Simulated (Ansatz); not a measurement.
# F2H5O2PZr: the cost of one run

All numbers below are computed with Ansatz 0.2.0 (RHF/def2-SVP).

## (1) The starting structure

Bond lengths: Zr1–F2 2.330 Å, Zr1–F3 1.980 Å, Zr1–O4 2.069 Å, O4–H5 1.010 Å, Zr1–O6 2.069 Å, O6–H7 1.010 Å, Zr1–P8 2.870 Å, P8–H9 1.420 Å, P8–H10 1.420 Å. Angles (14 of 15 angles, heavy atoms first): F2–Zr1–F3 109.4°, F2–Zr1–O4 109.5°, F2–Zr1–O6 109.5°, F2–Zr1–P8 71.6°, F3–Zr1–O4 109.5°, F3–Zr1–O6 109.5°, F3–Zr1–P8 67.2°, O4–Zr1–O6 109.5°, O4–Zr1–P8 176.6°, O6–Zr1–P8 72.8°, Zr1–O4–H5 109.5°, Zr1–O6–H7 109.5°, Zr1–P8–H9 109.5°, Zr1–P8–H10 109.5°.

Structure file:

```xyz
11

Zr    0.0000    0.0000    0.0000
F     0.0000    0.0000    2.3300
F     1.8671    0.0000   -0.6593
O    -0.9750    1.6891   -0.6893
H    -1.9328    1.4584   -0.9117
O    -0.9750   -1.6891   -0.6893
H    -1.4296   -2.1548    0.0831
P     1.4979   -2.2747    0.9050
H     0.7017   -3.4444    0.7861
H     2.6682   -2.4171    0.1133
H     0.7171   -1.0889    2.1547
```

## (2) A restrained relaxation towards end A

Springs on the bonds that form and break draw the guess towards this end; the thresholds are loose.

The input, input.yaml:

```yaml
crystal:
  periodic: [false, false, false]
  atoms:
    - { symbol: Zr, position_ang: [0.0, 0.0, 0.0] }
    - { symbol: F, position_ang: [0.0, 0.0, 2.33] }
    - { symbol: F, position_ang: [1.8671, 0.0, -0.6593] }
    - { symbol: O, position_ang: [-0.975, 1.6891, -0.6893] }
    - { symbol: H, position_ang: [-1.9328, 1.4584, -0.9117] }
    - { symbol: O, position_ang: [-0.975, -1.6891, -0.6893] }
    - { symbol: H, position_ang: [-1.4296, -2.1548, 0.0831] }
    - { symbol: P, position_ang: [1.4979, -2.2747, 0.905] }
    - { symbol: H, position_ang: [0.7017, -3.4444, 0.7861] }
    - { symbol: H, position_ang: [2.6682, -2.4171, 0.1133] }
    - { symbol: H, position_ang: [0.7171, -1.0889, 2.1547] }
basis:
  gaussian: { orbitals: def2-SVP }
hamiltonian:
  xc: hf
relax:
  f_tol: 0.15
  max_steps: 25
  restrain:
    - { distance: [0, 7], at: 3.77, k: 30.0 }
    - { distance: [10, 1], at: 2.12, k: 30.0 }
    - { distance: [0, 1], at: 1.98, k: 30.0 }
    - { distance: [10, 7], at: 1.42, k: 30.0 }
```

Started as:

```bash
> ansatz run input.yaml --threads 2 --pin off --max-ram 3072MiB --backend cpu --events-out ev --progress --plain --runs-dir out
```

Q: Estimate wall time and peak memory on 2 threads of Arm Neoverse V1, shared host.

About 35 s, with a peak of 0.31 GiB.
